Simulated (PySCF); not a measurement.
# [Tm(H2O)2]2+: other functionals and bases at one geometry

An exercise on one series of results from a longer session: the logs are not shown, and one member is left open.

Computed with PySCF 2.14.0. Level: several levels, as the steps say, no spin–orbit coupling.

1 further run of the same task is left out (for a known fault of the program).

### Where the work starts

7 atoms, charge 2, spin multiplicity 1.

Bond lengths: Tm1–O2 2.398 Å, Tm1–O5 2.398 Å, O2–H3 0.975 Å, O2–H4 0.975 Å, O5–H6 0.975 Å, O5–H7 0.975 Å. Angles: O2–Tm1–O5 180.0°, Tm1–O2–H3 128.3°, Tm1–O2–H4 128.3°, H3–O2–H4 103.4°, Tm1–O5–H6 128.3°, Tm1–O5–H7 128.3°, H6–O5–H7 103.4°.

Geometry (Å):

```tsv
atom	x (Å)	y (Å)	z (Å)
Tm1	0.00000	0.00000	0.00000
O2	0.00000	0.00000	2.39786
H3	0.54094	0.54094	3.00187
H4	-0.54094	-0.54094	3.00187
O5	0.00000	0.00000	-2.39786
H6	0.54094	-0.54094	-3.00187
H7	-0.54094	0.54094	-3.00187
```

Formal oxidation states: Tm +2. Each metal's 13 4f electrons lie in its core potential, so multiplicities, spins and levels count the valence alone. An earlier session relaxed this geometry at PBE0, Tm lcecp-0-SVP with ECP59, O def2-SVP, H def2-SVP (singlet, point group D2d).

At PBE0 on the finer grid: E = -184.528092 Eh, frontier levels not given, since the 4f levels lie in the core, Mulliken charge on Tm1 +1.56 e, largest force component 0.001 eV/Å. 

Levels to run: TPSS; BLYP; PBE0, TZVP. Hardware: 2 threads of Arm Neoverse V1, shared host.

Set-up of the first run:

File run.py (the lines that set the calculation):

```python
mol = gto.M(atom='''
Tm     0.00000     0.00000     0.00000
O      0.00000     0.00000     2.39786
H      0.54094     0.54094     3.00187
H     -0.54094    -0.54094     3.00187
O      0.00000     0.00000    -2.39786
H      0.54094    -0.54094    -3.00187
H     -0.54094     0.54094    -3.00187''',
    basis={'Tm': 'lcecp-0-SVP', 'O': 'def2-SVP', 'H': 'def2-SVP'},
    ecp={'Tm': 'lcecp-0-SVP'},
    charge=2, spin=0)
mf = dft.RKS(mol, xc='TPSS')
mf.grids.atom_grid = (75, 302)  # f atoms: unpruned, at least (60, 302)
mf = mf.density_fit()  # fitting sets: Tm AutoAux, O def2-universal-JKFIT, H def2-universal-JKFIT
mf.conv_tol = 1e-08; mf.max_cycle = 55
mf.kernel(dm0)  # dm0: the density of the relaxed state
```

Run with:

```sh
OMP_NUM_THREADS=2 python run.py
```

Among the steps run: TPSS; BLYP; PBE0, TZVP.

One of the session's tables, all rows but one given; the rest of the session is left out.

```
              level  charge on Tm1 (e)  largest force component (eV/Å)
PBE0 (relaxed here)               1.56                            0.00
               TPSS               1.51                            0.50
               BLYP                  ?                               ?
         PBE0, TZVP               1.78                            0.33
```

**Question.** Estimate the row for BLYP.

The run gave: charge on Tm1 (e): 1.47; largest force component (eV/Å): 0.63. In the column «charge on Tm1 (e)» it is the lowest.

The largest leftover force, 0.63 eV/Å with BLYP, stands at a geometry relaxed at another level. With 4f in the core, its levels are missing from HOMO and gap, and its count is fixed, so no charge can pass from the ligands into it. Total energies of different levels can't be compared.
